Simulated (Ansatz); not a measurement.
LaIn, space group Pm-3m, a calculation of the elastic constants

Program: Ansatz 0.2.0, Python API.

`run_elastic.py`
```python
from dataclasses import replace
import logging
import sys
import warnings

import ansatz as az
import numpy as np

logging.basicConfig(stream=sys.stdout, format='%(name)s: %(message)s')
logger = logging.getLogger('calc')
logger.setLevel(logging.INFO)


def main() -> None:
    warnings.simplefilter('ignore', az.DeckWarning)

    structure = (
        az.Lattice.cubic(3.95408)
        .space_group(221)
        .atom('La', [0.5, 0.5, 0.5])
        .atom('In', [0.0, 0.0, 0.0])
    )

    calculation = (
        structure.calculation()
        .functional(az.Functional.R2SCAN)
        .basis(550)
        .occupations(az.OccupationsMethod.COLD)
        .kpoints(11, 11, 11)
    )
    rest = calculation.relax(cell=True).run(threads=1, pin='off').lattice
    relaxed = az.Crystal(lattice=az.Lattice.of(rest.cell_ang))
    for site in rest.sites:
        relaxed = relaxed.atom(site.symbol, site.position_frac)
    calculation = replace(calculation, crystal=relaxed)
    logger.info('relaxed volume {:.3f} A^3'.format(abs(np.linalg.det(rest.cell_ang))))
    outcome = calculation.elastic('relaxed_ion').run(threads=1, pin='off')
    elastic = outcome.elastic

    C = np.asarray(elastic.c_gpa)
    for i in range(6):
        for j in range(i, 6):
            if abs(C[i, j]) > 0.05:
                logger.info(f'C{i + 1}{j + 1} = {C[i, j]:.1f} GPa')
    print('smallest eigenvalue of C:', round(elastic.stability.min_eigenvalue_gpa, 1), 'GPa; stable:', elastic.stability.stable)
    if elastic.stability.min_eigenvalue_gpa > 0:
        m = elastic.moduli
        logger.info(f'K = {m.k_hill_gpa:.1f}, G = {m.g_hill_gpa:.1f}, E = {m.youngs_gpa:.1f} GPa, Poisson ratio {m.poisson:.3f}, K/G = {m.k_hill_gpa / m.g_hill_gpa:.2f}')


if __name__ == '__main__':
    main()
```

Output of `python run_elastic.py`:
```text
calc: relaxed volume 62.034 A^3
calc: C11 = 60.4 GPa
calc: C12 = 46.5 GPa
calc: C13 = 46.5 GPa
calc: C22 = 60.4 GPa
calc: C23 = 46.5 GPa
calc: C33 = 60.4 GPa
calc: C44 = 40.4 GPa
calc: C55 = 40.4 GPa
calc: C66 = 40.4 GPa
smallest eigenvalue of C: 13.9 GPa; stable: True
calc: K = 51.2, G = 20.4, E = 54.0 GPa, Poisson ratio 0.324, K/G = 2.51
```

A positive definite tensor excludes instabilities under uniform strain alone; phonons elsewhere in the zone can still be imaginary. The structure comes from a database of computed cells and needn't be a stable or known phase. Shear constants of a metal converge slowly with the k-point mesh and can be wrong in sign on a coarse one; the constants belong to the cell that was strained. The whole script took 4.3 min on 1 thread of Arm Neoverse V1, with other jobs on the host, peak memory 0.83 GiB.

(Lines on the test bed's own set-up are left out of the output.)
